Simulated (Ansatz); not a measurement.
# SnH₄O: how energies converge with the basis set

An exercise on one series of results from a longer session: the logs are not shown, and one member is left open.

Computed with Ansatz 0.2.0, Gaussian basis. Level: one geometry, several basis sets.

Levels to be run: PBE0-D4/def2-SVP; ωB97M-V/def2-SVP; PBE0-D4/def2-QZVPP; ωB97M-V/def2-QZVPP; the functionals' def2-TZVPP values are taken from earlier runs.

### The relaxed structure

An earlier PBE0-D4 in a triple-zeta def2 set relaxation fixed the geometry. Sn takes the def2 core potential; no spin-orbit term is included.

6 atoms, charge 0, spin multiplicity 1.

Atoms are counted from 1 here; the program's logs count them from 0.

Bond lengths: O1–Sn2 1.970 Å, O1–H3 0.959 Å, Sn2–H4 1.709 Å, Sn2–H5 1.709 Å, Sn2–H6 1.698 Å. Angles: Sn2–O1–H3 113.2°, O1–Sn2–H4 108.5°, O1–Sn2–H5 108.5°, O1–Sn2–H6 103.1°, H4–Sn2–H5 110.8°, H4–Sn2–H6 112.8°, H5–Sn2–H6 112.7°.

As a file:

```csv
atom,x (Å),y (Å),z (Å)
O1,0.9143,-0.7524,0.9308
Sn2,-0.2823,0.3542,-0.1751
H3,1.1502,-1.5851,0.5168
H4,-1.7211,-0.5231,-0.4615
H5,0.5141,0.7116,-1.6447
H6,-0.5331,1.7307,0.7874
```

The first run:

Input file in.yaml:

```yaml
crystal:
  periodic: [false, false, false]
  atoms:
    - {symbol: O, position_ang: [0.914312, -0.752439, 0.930796]}
    - {symbol: Sn, position_ang: [-0.282347, 0.354232, -0.175111]}
    - {symbol: H, position_ang: [1.150181, -1.585079, 0.516790]}
    - {symbol: H, position_ang: [-1.721080, -0.523090, -0.461499]}
    - {symbol: H, position_ang: [0.514103, 0.711635, -1.644657]}
    - {symbol: H, position_ang: [-0.533069, 1.730741, 0.787381]}
basis:
  gaussian: {orbitals: def2-SVP}
hamiltonian: {xc: pbe0, dispersion: d4}
output: {orbitals: {seedname: orbitals}}
```

Run with:

```sh
ansatz run in.yaml --threads 4 --pin off --events-out ev --progress --plain --max-ram 10444MiB
```

Among the steps run: PBE0-D4 in def2-SVP; ωB97M-V in def2-SVP; PBE0-D4 in def2-QZVPP; ωB97M-V in def2-QZVPP.

One of the session's tables, all rows but one given; the rest of the session is left out.

It belongs to the step «Functionals by basis». 

| functional | basis | HOMO (eV) |
| --- | --- | --- |
| PBE0-D4 | def2-SVP | -7.94 |
| PBE0-D4 | def2-TZVPP | -8.21 |
| PBE0-D4 | def2-QZVPP | -8.26 |
| ωB97M-V | def2-SVP | -10.27 |
| ωB97M-V | def2-TZVPP | ? |
| ωB97M-V | def2-QZVPP | -10.61 |

Q: Estimate the row for ωB97M-V, def2-TZVPP from the others.

**Answer.** HOMO (eV): -10.56. In the column «HOMO (eV)» it lies between ωB97M-V, def2-QZVPP (-10.61) and ωB97M-V, def2-SVP (-10.27).
